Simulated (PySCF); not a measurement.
# C2H8SSi: the cost of one run

Computed with PySCF 2.14.0 and routines of our own; the level stands in each step. Atoms count from 0.

## 1. The starting structure

12 atoms, charge 0, multiplicity 1; geometry from: GFN2-xTB.

## 2. Relaxing the molecule at PBE0-D3(BJ)/def2-SVP

What the job is given:

```
{"job": {"xc": "PBE0", "basis": "def2-SVP", "d3": "d3bj", "grid": 1, "kind": "geom"}, "charge": 0, "multiplicity": 1}
Si     1.797675     0.158559    -0.101445
C     -0.054839     0.135272    -0.552309
C     -0.906935    -0.430831     0.562440
S     -2.683049    -0.536814     0.116136
H      2.249147    -1.209589     0.151714
H      2.529968     0.746547    -1.221387
H      1.980649     0.969965     1.103159
H     -0.211850    -0.456555    -1.456149
H     -0.389596     1.149504    -0.784091
H     -0.628340    -1.458427     0.793161
H     -0.833241     0.165789     1.471606
H     -2.848391     0.765895    -0.108862
```

Command:

```
$ OMP_NUM_THREADS=1 python excited_run.py task.json out
```

This one command runs all jobs of the session in turn.

Q: Estimate the wall time and peak memory of this first job on 1 thread of Arm Neoverse V1, shared host.

About 12 s, with a peak of 0.46 GiB.
